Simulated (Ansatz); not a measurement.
# Ag: the crystal squeezed far

Aim: compress Ag (diamond type) step by step, far beyond the usual range, and follow pressure and electronic structure. The runs shown use PAW. Its runs: cell relaxed at zero pressure (PAW); volume scaled by 1 (PAW); volume scaled by 0.9 (PAW); volume scaled by 0.8 (PAW); volume scaled by 0.7 (PAW); volume scaled by 0.6 (PAW); volume scaled by 0.5 (PAW and PAW (cutoff 800 eV)); volume scaled by 0.4 (PAW and PAW (core large)).

Program: Ansatz 0.2.0. Level of theory: DFT PBEsol, with the methods named in each step. These are calculated values, not measurements.

2 further runs of the same task are left out: 2 that didn't finish.

## Step 1: The starting structure

It takes space group Fd-3m (No. 227, cubic). The conventional cell has a = 5.500 Å, b = 5.500 Å, c = 5.500 Å, α = 90.00°, β = 90.00°, γ = 90.00°. Ag (site symmetry -43m) has 4 Ag at 2.38 Å as nearest neighbours.

As a file:

```
Ag
1.0
     0.00000    2.74992    2.74992
     2.74992    0.00000    2.74992
     2.74992    2.74992    0.00000
Ag
2
Direct
  0.87500 0.87500 0.87500
  0.12500 0.12500 0.12500
```

Whether this phase is the stable one at these pressures isn't tested.

Atoms are numbered in the order of the input: Ag1, Ag2.

## Step 2: Cell relaxed at zero pressure, PAW

input.yaml

```yaml
crystal:
  lattice:
    - [0.0, 2.7499173529, 2.7499173529]
    - [2.7499173529, 0.0, 2.7499173529]
    - [2.7499173529, 2.7499173529, 0.0]
  atoms:
    - { symbol: Ag, position: [-0.125, -0.125, -0.125] }
    - { symbol: Ag, position: [0.125, 0.125, 0.125] }
kpoints:
  mp_grid: { grid: [13, 13, 13] }
scf:
  occupations: { method: fermi_dirac, width: 0.08 }
hamiltonian:
  xc: pbesol
  pseudopotentials: { kind: paw }
output:
  forces: true
  stress: true
relax:
  f_tol: 0.005
  max_steps: 40
  cell: {}
```

Started as:

```sh
> ansatz run input.yaml --threads 1 --pin off --max-ram 2048MiB --backend cpu --events-out ev --progress --plain --runs-dir out
```

Further steps of the session: Volume scaled by 1, PAW; Volume scaled by 0.9, PAW; Volume scaled by 0.8, PAW; Volume scaled by 0.7, PAW; Volume scaled by 0.6, PAW; Volume scaled by 0.5, PAW; Volume scaled by 0.5, PAW (cutoff 800 eV); Volume scaled by 0.4, PAW; Volume scaled by 0.4, PAW (core large).

Q: Predict the outcome of this session. Wanted: PAW pressure at 0.4 of the volume; PAW; fitted bulk modulus at zero pressure.

As calculated:

| quantity | value |
| --- | --- |
| PAW pressure at 0.4 of the volume | 444.7 GPa |
| PAW (core large) pressure at 0.4 of the volume | 444.7 GPa |
| fitted bulk modulus at zero pressure (PAW) | 48 GPa |
| its pressure derivative | 5.03 |

**Reading.** By PAW the pressure climbs to 445 GPa at 0.4 of the first volume. A third-order Birch-Murnaghan curve fits the range only roughly (B₀ = 48 GPa, B′ = 5.03, misfit at most 3.11 GPa). A fit over so wide a range leans to the high pressures, so B₀ can be off by several per cent. No all-electron run checks these rows here, and frozen cores can fail under such compression. The ions are at rest, and the electrons smeared by 0.08 eV.
